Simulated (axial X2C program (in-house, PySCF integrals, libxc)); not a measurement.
**A two-component session on SbBr: properties at the nuclei**

Aim: properties at the nuclei of SbBr, with spin–orbit coupling in the Hamiltonian from the start.

Method: two-component X2C with atomic mean-field terms, Sb dyall-cv3z, Br dyall-cv3z; program: an in-house X2C program for linear molecules on PySCF integrals.

All values are calculated.

**1. Set-up**

task.json

```json
{
 "zs": [
  51,
  35
 ],
 "q": 0,
 "bas": [
  "dyall-cv3z",
  "dyall-cv3z"
 ],
 "r0": 2.54,
 "levels": [
  "PBE0",
  "HF",
  "LDA",
  "B3LYP",
  "BHandHLYP"
 ],
 "nst": 3
}
```

Keys: zs atomic numbers; q charge; bas basis sets; r0 starting distance in Å; levels methods (HF also brings MP2); nst determinants followed.

The run is started by

```console
$ python soeom.py task.json out
```

Further steps of the session: Expectation values, lowest determinant; Expectation values, a higher determinant; Expectation values, a higher determinant.

What does the calculation give? Wanted: lowest determinant; Eeff magnitude; Ws magnitude Sb; A∥/gI Sb; qzz Sb; higher determinant; qzz Br; μ (for each run or level that gives them).

**Answer**, as computed:

```
                                        quantity                                            value
                              lowest determinant  Ω = 1 (excess of +ω over −ω: ω = -1/2, ω = 3/2)
                    Eeff magnitude (GV/cm), PBE0                                            0.484
                     Ws magnitude Sb (kHz), PBE0                                            0.213
                            A∥/gI Sb (MHz), PBE0                                            -1070
                             qzz Sb (a.u.), PBE0                                             3.61
                              higher determinant                             Ω = 0 (closed shell)
         qzz Sb (a.u.), PBE0, higher determinant                                             4.33
         qzz Br (a.u.), PBE0, higher determinant                                             4.46
                 μ (D), PBE0, higher determinant                                            -1.71
                              higher determinant   Ω = 2 (excess of +ω over −ω: ω = 1/2, ω = 3/2)
Eeff magnitude (GV/cm), PBE0, higher determinant                                             3.02
 Ws magnitude Sb (kHz), PBE0, higher determinant                                            0.826
        A∥/gI Sb (MHz), PBE0, higher determinant                                             1130
         qzz Sb (a.u.), PBE0, higher determinant                                             3.69
```

**Reading.** In the first state, the effective field runs from 0.484 to 1.95 GV/cm over the mean-field levels, so the levels don't agree on it. The expectation values come from single determinants, which for open shells can mix terms of unlike spin or miss the lowest Ω, so a determinant need not be a state. Eeff is the effective electric field on the electron dipole moment in this Ω state and Ws the scalar–pseudoscalar constant (defined with the proton number Z and per Ω); A∥ is the parallel hyperfine constant, which follows by multiplying with the nuclear g factor gI = μI/(I μN); qzz is the electric field gradient, eQq0 = 234.96 MHz × Q/barn × qzz; μ is positive if Br is the positive end. The operators were transformed with the bare-nucleus X2C matrices.
